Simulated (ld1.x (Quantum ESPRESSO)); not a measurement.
# F: generating and testing a PAW potential

Task: generate the file, and judge it by its errors in other configurations, its logarithmic derivatives, its ghosts and its cutoff.

Program: ld1.x (Quantum ESPRESSO) 7.5. Reference atom: PBEsol, scalar-relativistic, spherical and spin-unpolarised. All values are calculated.

### 1 Settings

Typed settings, in words:

```json
{
  "element": "fluorine (F, Z = 9)",
  "type": "PAW",
  "frozen core": "[He]",
  "valence charge": "7",
  "reference configuration": "2s2 2p5",
  "partial waves": "2s (bound): rcut 0.55, rcutus 0.60 bohr; 2s channel at 0.15 Ry: rcut 0.55, rcutus 0.60 bohr; 2p (bound): rcut 1.70, rcutus 1.90 bohr; 2p channel at 0.7 Ry: rcut 1.70, rcutus 1.90 bohr; 3d channel at 0.45 Ry: rcut 1.50, rcutus 2.05 bohr; 3d channel at 2.25 Ry: rcut 1.50, rcutus 2.05 bohr",
  "local potential": "all-electron potential smoothed inside 1.60 bohr (lloc = -1)",
  "core correction": "not asked for",
  "augmentation charge": "PSQ, inside the norm-conserving radii"
}
```

An earlier all-electron run gives the scale for the radii.

All-electron outer shells of the reference configuration (PBEsol, scalar-relativistic, ld1.x):

```json
{"shell": "1s", "level (eV)": "-661.16", "outermost node (bohr)": "–", "outermost maximum (bohr)": "0.11"}
{"shell": "2s", "level (eV)": "-29.72", "outermost node (bohr)": "0.24", "outermost maximum (bohr)": "0.76"}
{"shell": "2p", "level (eV)": "-11.05", "outermost node (bohr)": "–", "outermost maximum (bohr)": "0.71"}
```

### 2 The generation run

F.in

```
 &input
   title='F', zed=9., rel=1, dft='PBESOL', iswitch=3,
   config='[He] 2s2 2p5 3d-2',
   nld=3, rlderiv=2.25, eminld=-4.0, emaxld=5.0, deld=0.02
 /
 &inputp
   pseudotype=3, lpaw=.true., tm=.true., lloc=-1, rcloc=1.60,
   nlcc=.false.,
   which_augfun='PSQ', rmatch_augfun_nc=.true.,
   file_pseudopw='F.UPF', file_wfcaegen='ae.wfc', file_wfcncgen='nc.wfc', file_beta='beta', file_chi='chi', file_wfcusgen='us.wfc'
 /
6
2S  1  0   2.00   0.00  0.55  0.60  0.0
2S  1  0   0.00   0.15  0.55  0.60  0.0
2P  2  1   5.00   0.00  1.70  1.90  0.0
2P  2  1   0.00   0.70  1.70  1.90  0.0
3D  3  2  -2.00   0.45  1.50  2.05  0.0
3D  3  2  -2.00   2.25  1.50  2.05  0.0
 &test
   configts(1)='2s2 2p5'
 /
```

Started as:

```console
$ ld1.x < F.in > F.out
```

The output, F.out (without the banner and most projector matrices):

```text
     Program LD1 v.7.5
     --------------------------- All-electron run ----------------------------

     F
     scalar relativistic calculation

     atomic number is  9.00
     dft =PBESOL   lsd =0 sic =0 latt =0  beta=0.20 tr2=1.0E-14
     Exchange-correlation= PBESOL
                           (   1   4  10   8   0   0   0)
     mesh =1105 r(mesh) =  99.76081 a.u. xmin = -7.00 dx = 0.01250
     1 Ry =  13.60569312 eV, c = 137.03599908

     n l     nl                  e(Ry)          e(Ha)          e(eV)
     1 0     1S 1( 2.00)       -48.5945       -24.2973      -661.1624
     2 0     2S 1( 2.00)        -2.1844        -1.0922       -29.7204
     2 1     2P 1( 5.00)        -0.8123        -0.4061       -11.0517

     final scf error:  4.9E-15 reached in  22 iterations

     Etot =    -198.896219 Ry,     -99.448109 Ha,   -2706.120913 eV

     Ekin =     198.653027 Ry,      99.326514 Ha,    2702.812129 eV
     Encl =    -476.966171 Ry,    -238.483086 Ha,   -6489.455357 eV
     Eh   =      99.223089 Ry,      49.611545 Ha,    1349.998902 eV
     Exc  =     -19.806164 Ry,      -9.903082 Ha,    -269.476588 eV

     normalization and overlap integrals

     s(1S/1S) =  1.000000  <r> =   0.1767  <r2> =    0.0421  r(max) =   0.1139
     s(2S/2S) =  1.000000  <r> =   1.0060  <r2> =    1.2343  r(max) =   0.7617
     s(2P/2P) =  1.000000  <r> =   1.1047  <r2> =    1.6352  r(max) =   0.7066

     ------------------------ End of All-electron run ------------------------

     --------------------- Generating PAW atomic setup --------------------

      Generating local potential from pseudized AE potential:
      Matching radius rcloc =   1.6000

      Local pseudo, rcloc= 1.612 Estimated cut-off energy=     9.55 Ry

      Computing core charge for PAW:

       r > 0.28 : true rho core
       r < 0.28 : rho core = a sin(br)/r    a=  19.32  b=   8.93

      Integrated core pseudo-charge :   0.93
      Wfc-us  2S rcutus= 0.593  Estimated cut-off energy=   118.68 Ry
      Wfc-us  2S rcutus= 0.593  Estimated cut-off energy=   121.76 Ry
      Wfc-us  2P rcutus= 1.921  Estimated cut-off energy=    22.04 Ry
      Wfc-us  2P rcutus= 1.921  Estimated cut-off energy=    43.16 Ry
      Wfc-us  3D rcutus= 2.070  Estimated cut-off energy=    23.84 Ry
      Wfc-us  3D rcutus= 2.070  Estimated cut-off energy=    26.04 Ry

     Required augmentation: PSQ   radius:    2.050000

     Q pseudized with Bessel functions
     Expected ecutrho=     979.7708 due to l1=  0   l2=  1

     Estimated PAW energy =  -58.468200 Ryd

     The PAW screened D coefficients
    -1.04847    -1.07267     0.00000     0.00000     0.00000     0.00000
    -1.07267    -1.10716     0.00000     0.00000     0.00000     0.00000
     0.00000     0.00000    -1.19425    -0.86337     0.00000     0.00000
     0.00000     0.00000    -0.86337    -2.91980     0.00000     0.00000
     0.00000     0.00000     0.00000     0.00000    -0.01322    -0.01757
     0.00000     0.00000     0.00000     0.00000    -0.01757    -0.01334

     The PAW descreened D coefficients (US)
    -0.98166    -0.98659     0.00000     0.00000     0.00000     0.00000
    -0.98659    -1.00090     0.00000     0.00000     0.00000     0.00000
     0.00000     0.00000     0.70181    -0.62542     0.00000     0.00000
     0.00000     0.00000    -0.62542    -4.80454     0.00000     0.00000
     0.00000     0.00000     0.00000     0.00000    -0.00785     0.02049
     0.00000     0.00000     0.00000     0.00000     0.02049    -0.05357

     ------------------- End of pseudopotential generation -------------------

     [... the all-electron block is printed once more ...]


     Computing logarithmic derivative in   2.24576
     Computing logarithmic derivative in   2.24576
     Computing the partial wave expansion
     R is outside the sphere for l=    0 j= 0.00
     R is outside the sphere for l=    0 j= 0.00
     R is outside the sphere for l=    1 j= 0.00
     R is outside the sphere for l=    1 j= 0.00
     R is outside the sphere for l=    2 j= 0.00
     R is outside the sphere for l=    2 j= 0.00

     ---------------------- Testing the pseudopotential ----------------------

     F
     scalar relativistic calculation

     atomic number is  9.00   valence charge is  7.00
     dft = SLA  PW   PSX  PSC   lsd =0 sic =0 latt =0  beta=0.20 tr2=1.0E-14
     mesh =1105 r(mesh) =  99.76081 xmin = -7.00 dx = 0.01250

     n l     nl             e AE (Ry)        e PS (Ry)    De AE-PS (Ry)
     1 0     2S   1( 2.00)       -2.18441       -2.18441       -0.00000
     2 1     2P   1( 5.00)       -0.81228       -0.81228       -0.00000

     eps = 3.8E-16  iter =  4

     Etot =    -198.896219 Ry,     -99.448109 Ha,   -2706.120913 eV
     Etotps =   -58.468199 Ry,     -29.234100 Ha,    -795.500374 eV

     Ekin =      50.294647 Ry,      25.147324 Ha,     684.293535 eV
     Encl =    -131.371557 Ry,     -65.685778 Ha,   -1787.401085 eV
     Ehrt =      42.414875 Ry,      21.207438 Ha,     577.083775 eV
     Ecxc =     -19.806165 Ry,      -9.903082 Ha,    -269.476599 eV

     ---------------------- End of pseudopotential test ----------------------
```

It took 2.9 s on 1 thread of Neoverse-V1, shared host. (Generation and the later configuration tests together.)

Partial waves on a coarse radial grid (AE all-electron, PS pseudo):

```csv
r (bohr),2s AE,2s PS,2p AE,2p PS
0.103,-0.4462,0.1045,0.1451,0.0129
0.205,-0.1569,0.2433,0.3850,0.0499
0.308,0.2558,0.4306,0.5980,0.1086
0.410,0.5967,0.6414,0.7504,0.1830
0.513,0.8314,0.8347,0.8463,0.2681
0.615,0.9636,0.9636,0.8934,0.3556
0.718,1.0184,1.0184,0.9049,0.4403
0.820,1.0177,1.0177,0.8914,0.5145
0.923,0.9807,0.9807,0.8611,0.5748
1.025,0.9224,0.9224,0.8210,0.6169
1.128,0.8517,0.8517,0.7748,0.6402
1.230,0.7768,0.7768,0.7263,0.6449
1.332,0.7016,0.7016,0.6772,0.6331
1.435,0.6282,0.6282,0.6283,0.6081
1.538,0.5590,0.5590,0.5811,0.5737
1.640,0.4956,0.4956,0.5364,0.5346
1.743,0.4371,0.4371,0.4937,0.4936
1.845,0.3848,0.3848,0.4541,0.4541
1.948,0.3373,0.3373,0.4167,0.4167
2.050,0.2954,0.2954,0.3823,0.3823
2.153,0.2579,0.2579,0.3502,0.3502
2.255,0.2251,0.2251,0.3208,0.3208
2.358,0.1959,0.1959,0.2934,0.2934
2.460,0.1705,0.1705,0.2685,0.2685
2.562,0.1482,0.1482,0.2456,0.2456
2.665,0.1286,0.1286,0.2244,0.2244
```

### 3 Configuration tests

F.test.in

```
 &input
   title='F', zed=9., rel=1, dft='PBESOL', iswitch=2,
   config='[He] 2s2 2p5 3d-2'
 /
 &test
   file_pseudo='F.UPF', nconf=8,
   configts(1)='2s2 2p5',
   configts(2)='2s2 2p4',
   configts(3)='2s2 2p3',
   configts(4)='2s2 2p2',
   configts(5)='2s1 2p5',
   configts(6)='2s1 2p6',
   configts(7)='2s2 2p5.3',
   configts(8)='2s2 2p1'
 /
```

Started as:

```console
$ ld1.x < F.test.in > F.test.out
```

F.test.out, the pseudopotential blocks, each with the warnings that came before it:

```text
     ---------------------- Testing the pseudopotential ----------------------

     F
     scalar relativistic calculation

     atomic number is  9.00   valence charge is  7.00
     dft =SLA  PW   PSX  PSC   lsd =0 sic =0 latt =0  beta=0.20 tr2=1.0E-14
     mesh =1105 r(mesh) =  99.76081 xmin = -7.00 dx = 0.01250

     n l     nl             e AE (Ry)        e PS (Ry)    De AE-PS (Ry)
     1 0     2S   1( 2.00)       -2.18441       -2.18441       -0.00000
     2 1     2P   1( 5.00)       -0.81228       -0.81228       -0.00000

     eps = 5.4E-16  iter =  4

     Etot =    -198.896219 Ry,     -99.448109 Ha,   -2706.120914 eV
     Etotps =   -58.468199 Ry,     -29.234100 Ha,    -795.500374 eV

     Ekin =      50.294647 Ry,      25.147324 Ha,     684.293538 eV
     Encl =    -131.371557 Ry,     -65.685778 Ha,   -1787.401089 eV
     Ehrt =      42.414875 Ry,      21.207438 Ha,     577.083775 eV
     Ecxc =     -19.806165 Ry,      -9.903082 Ha,    -269.476599 eV

     ---------------------- End of pseudopotential test ----------------------

     Warning: n=2, l=1 expected 0 nodes, found 1
     ---------------------- Testing the pseudopotential ----------------------

     F
     [...]
     n l     nl             e AE (Ry)        e PS (Ry)    De AE-PS (Ry)
     1 0     2S   1( 2.00)       -3.46782       -3.47218        0.00436
     2 1     2P   1( 4.00)       -2.07413       -2.07772        0.00359

     eps = 7.0E-15  iter = 16

     Etot =    -197.476466 Ry,     -98.738233 Ha,   -2686.804198 eV
     Etotps =   -57.046868 Ry,     -28.523434 Ha,    -776.162174 eV
     dEtot_ae =       1.419752 Ry
     dEtot_ps =       1.421332 Ry,   Delta E=      -0.001579 Ry

     [...]
     ---------------------- End of pseudopotential test ----------------------

     BEWARE! Errors in PS-KS equations
     Warning: n=1, l=0 expected 0 nodes, found 1
     ---------------------- Testing the pseudopotential ----------------------

     F
     [...]
     n l     nl             e AE (Ry)        e PS (Ry)    De AE-PS (Ry)
     1 0     2S   1( 2.00)       -4.97983       -6.27887        1.29904  !
     2 1     2P   1( 3.00)       -3.59242       -3.59242        0.00000

     eps = 3.2E-25  iter =  6

     Etot =    -194.663071 Ry,     -97.331535 Ha,   -2648.526005 eV
     Etotps =   -33.475163 Ry,     -16.737581 Ha,    -455.452792 eV
     dEtot_ae =       4.233148 Ry
     dEtot_ps =      24.993036 Ry,   Delta E=     -20.759889 Ry

     [...]
     ---------------------- End of pseudopotential test ----------------------

     ---------------------- Testing the pseudopotential ----------------------

     F
     [...]
     n l     nl             e AE (Ry)        e PS (Ry)    De AE-PS (Ry)
     1 0     2S   1( 2.00)       -6.68351       -6.69725        0.01374  !
     2 1     2P   1( 2.00)       -5.33500       -5.34575        0.01074  !

     eps = 9.1E-15  iter = 26

     Etot =    -190.217225 Ry,     -95.108612 Ha,   -2588.037187 eV
     Etotps =   -49.772831 Ry,     -24.886415 Ha,    -677.193858 eV
     dEtot_ae =       8.678994 Ry
     dEtot_ps =       8.695369 Ry,   Delta E=      -0.016375 Ry

     [...]
     ---------------------- End of pseudopotential test ----------------------

     ---------------------- Testing the pseudopotential ----------------------

     F
     [...]
     n l     nl             e AE (Ry)        e PS (Ry)    De AE-PS (Ry)
     1 0     2S   1( 1.00)       -3.48092       -3.48532        0.00439
     2 1     2P   1( 5.00)       -2.08348       -2.08790        0.00442

     eps = 6.7E-15  iter = 11

     Etot =    -196.080875 Ry,     -98.040438 Ha,   -2667.816217 eV
     Etotps =   -55.650681 Ry,     -27.825340 Ha,    -757.166086 eV
     dEtot_ae =       2.815343 Ry
     dEtot_ps =       2.817518 Ry,   Delta E=      -0.002175 Ry

     [...]
     ---------------------- End of pseudopotential test ----------------------

     ---------------------- Testing the pseudopotential ----------------------

     F
     [...]
     n l     nl             e AE (Ry)        e PS (Ry)    De AE-PS (Ry)
     1 0     2S   1( 1.00)       -2.22012       -2.22066        0.00054
     2 1     2P   1( 6.00)       -0.84401       -0.84430        0.00029

     eps = 3.0E-15  iter = 13

     Etot =    -197.522087 Ry,     -98.761043 Ha,   -2687.424895 eV
     Etotps =   -57.093863 Ry,     -28.546931 Ha,    -776.801575 eV
     dEtot_ae =       1.374132 Ry
     dEtot_ps =       1.374336 Ry,   Delta E=      -0.000204 Ry

     [...]
     ---------------------- End of pseudopotential test ----------------------

     ---------------------- Testing the pseudopotential ----------------------

     F
     [...]
     n l     nl             e AE (Ry)        e PS (Ry)    De AE-PS (Ry)
     1 0     2S   1( 2.00)       -1.85443       -1.85398       -0.00045
     2 1     2P   1( 5.30)       -0.49277       -0.49247       -0.00030

     eps = 9.2E-15  iter = 13

     Etot =    -199.091187 Ry,     -99.545594 Ha,   -2708.773594 eV
     Etotps =   -58.663131 Ry,     -29.331565 Ha,    -798.152558 eV
     dEtot_ae =      -0.194968 Ry
     dEtot_ps =      -0.194932 Ry,   Delta E=      -0.000037 Ry

     [...]
     ---------------------- End of pseudopotential test ----------------------

     BEWARE! Errors in PS-KS equations
     ---------------------- Testing the pseudopotential ----------------------

     F
     [...]
     n l     nl             e AE (Ry)        e PS (Ry)    De AE-PS (Ry)
     1 0     2S   1( 2.00)       -8.55411      -10.56438        2.01027  !
     2 1     2P   1( 1.00)       -7.27887       -8.73749        1.45863  !

     eps = 6.3E-15  iter = 42

     Etot =    -183.926283 Ry,     -91.963141 Ha,   -2502.444558 eV
     Etotps =   -43.859272 Ry,     -21.929636 Ha,    -596.735798 eV
     dEtot_ae =      14.969936 Ry
     dEtot_ps =      14.608927 Ry,   Delta E=       0.361009 Ry

     [...]
     ---------------------- End of pseudopotential test ----------------------
```

2 tests gave no usable energy difference (2s2 2p3; 2s2 2p1).

Energies count from the reference configuration 2s2 2p5; the error is all-electron less pseudo. A star marks tests that logged a warning. The frozen-core shift comes from a second all-electron run, not shown, with the core orbitals held at their reference shape; it is that run's ΔE less the relaxed one.

```tsv
valence configuration	charge	ΔE all-electron (eV)	error AE − PS (meV)	frozen-core shift (meV)
2s2 2p4 *	+1	19.317	-21	+0.1
2s2 2p2	+3	118.084	-223	+4.9
2s1 2p5	+1	38.305	-30	+0.6
2s1 2p6	0	18.696	-2.8	+0.4
2s2 2p5.3	-0.3	-2.653	-0.5	0.0
```

### 4 Does it scatter like the atom?

Taken from the files of the generation run. The phase is arctan(r·u′/u) with u = r·R, unwrapped, with energies in Ry. A pole is an energy at which the radial function vanishes at the test radius. The pseudo phase is shifted by a multiple of π to meet the all-electron one at the reference energy. Levels narrower than the energy grid can be missing from the poles. Left out: s, where the overlap operator is not positive , so their phases aren't trusted. The last column is the largest difference on the grid between −1 and +1 Ry.

```tsv
channel	radius (bohr)	reference (Ry)	poles AE	poles PS	window around the reference with phases within 0.05 rad (Ry)	largest difference near zero (rad)
p	2.25	-0.81	-0.57	-0.57	the whole range	0.000
d	2.25	0.45	4.50	4.51	the whole range	0.000
```

Phases (rad) along the scan:

```csv
E (Ry),p AE,p PS,d AE,d PS
-4.00,1.344,1.344,1.371,1.371
-3.52,1.328,1.328,1.361,1.361
-3.04,1.306,1.306,1.349,1.349
-2.56,1.277,1.277,1.335,1.335
-2.08,1.231,1.231,1.318,1.318
-1.60,1.139,1.138,1.297,1.297
-1.12,0.719,0.719,1.271,1.271
-0.64,-1.494,-1.494,1.235,1.235
-0.16,-1.770,-1.770,1.186,1.186
0.32,-1.891,-1.891,1.112,1.112
0.80,-2.020,-2.020,0.988,0.988
1.28,-2.227,-2.227,0.743,0.743
1.76,-2.664,-2.667,0.187,0.188
2.24,-3.481,-3.491,-0.642,-0.642
2.72,-4.092,-4.101,-1.118,-1.118
3.20,-4.364,-4.371,-1.333,-1.333
3.68,-4.501,-4.508,-1.451,-1.450
4.16,-4.585,-4.591,-1.528,-1.527
4.64,-4.642,-4.649,-1.587,-1.585
```

### 5 Plane-wave convergence, by spherical Bessel functions

This step uses the generator's waves and projectors in a separate script. Basis: spherical Bessel functions vanishing at 20 bohr, q² up to the cutoff; potential fixed at the reference.

No cutoffs are read. The overlap operator is not positive in s (lowest eigenvalue -12.455), so the test is not defined there. The ghost test is not conclusive.

### 6 Results

| quantity | value |
| --- | --- |
| cutoffs | not determined |
| bound ghosts | not determined |
| largest test error (AE − PS) | -223 meV, for 2s2 2p2 (2 tests unsolved) |
| largest phase difference near zero energy, channels read | 0.000 rad |
| lowest eigenvalue of the overlap (Bessel basis) | -12.455 (s) |
| density cutoff estimated by the generator | 980 Ry |

**Reading.** The overlap operator is not positive definite in s, so a plane-wave run would break down once the basis is large enough. By total energies transferability is fair for so large an energy: the largest error is 223 meV on 118.1 eV, for 2s2 2p2. That test lies far up in energy; among those under 40 eV, nearer to bonding, the largest error is 30 meV. Freezing the core alone would shift it much less, so the error comes from the pseudisation. Of the tests 2 gave no usable energy difference, which is a warning in itself. No cutoffs are read. Ghosts could not be judged. Near zero energy the phases of the channels with partial waves that could be evaluated agree within 0.001 rad. All of this concerns the isolated atom, not yet a solid.
